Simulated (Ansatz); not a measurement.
NbAu₂, space group P6/mmm, Fermi-surface readings

Computed with Ansatz 0.2.0 through its Python package.

`run_fermi.py`
```python
from dataclasses import dataclass
import warnings

import ansatz


@dataclass
class Options:
    functional: str = "LDA"
    kmesh: tuple[int, ...] = (7, 7, 10)
    filling: str = "cold"
    sigma: float = 0.2
    tolerance: float = 1e-09
    extra_bands: int = 2


settings = Options()


def main() -> None:
    warnings.simplefilter("ignore", ansatz.DeckWarning)

    lattice = ansatz.Lattice.of(
        [4.61, 0.0, 0.0],
        [-2.305, 3.99238, 0.0],
        [0.0, 0.0, 2.72],
    )
    sites = [
        ("Nb", [0.0, 0.0, 0.0]),
        ("Au", [1 / 3, 2 / 3, 0.5]),
        ("Au", [2 / 3, 1 / 3, 0.5]),
    ]
    structure = ansatz.Crystal(lattice=lattice)
    for symbol, position in sites:
        structure = structure.atom(symbol, position)

    model = (
        structure.calculation()
        .functional(settings.functional)
        .basis(14 * ansatz.Ha, xc_grid=1)
        .kpoints(*settings.kmesh, shift=0.5)
        .occupations(settings.filling, width=settings.sigma)
        .mixing("anderson", preconditioner="resta")
        .initial_density(normalization="cell")
        .scf(tolerance=settings.tolerance, extra_bands=settings.extra_bands, lower_state_search="off", algorithm="direct_min")
        .eigenstates(nscf_kmesh=(8, 8, 12), level_slopes=True)
    )
    surface = model.run(threads=1).fermi_surface().to_plain()
    for way, reading in surface.items():
        if reading:
            rho_lambda = [f"{v:.3e}" for v in reading["resistivity_times_mean_free_path_ohm_m2"]]
            print(f"{way:24s} area {reading['spin_summed_area_per_ang2']:8.3f} 1/A^2  rho*lambda (ohm m^2) {rho_lambda}")


if __name__ == "__main__":
    main()
```

Output of `python run_fermi.py`:
```text
by_tetrahedra            area   16.967 1/A^2  rho*lambda (ohm m^2) ['3.619e-15', '3.619e-15', '8.990e-16']
by_slopes                area   18.227 1/A^2  rho*lambda (ohm m^2) ['2.693e-15', '2.692e-15', '9.561e-16']
on_every_second_point    area   13.910 1/A^2  rho*lambda (ohm m^2) ['4.932e-15', '4.930e-15', '1.042e-15']
```

Notes:
- These settings explore the input space; cutoff and mesh may be short of convergence.
- The cutoff lies under the one recommended for these potentials.
- No spin polarisation was allowed.
- For a metal this k-point mesh is coarse: on a finer one energies can move by several to tens of meV an atom and pressures by half a GPa or more, differences at one mesh by less.
- The mesh has less symmetry than the crystal, which the program warned of.
- Spin-orbit coupling, which matters for elements this heavy, is left out.
- The structure is a deposited one; some such entries were measured under pressure or heat, so a shift against it needn't be the functional's error alone.
- The three readings differ by the mesh error.
- The script silences the warnings on its input, which a real study should read.
- The whole script took 38 s on 1 thread of Intel(R) Xeon(R) Platinum 8488C (Sapphire Rapids) (shared host), peak memory 0.59 GiB.

(Lines on the test bed's own set-up are left out of the output.)
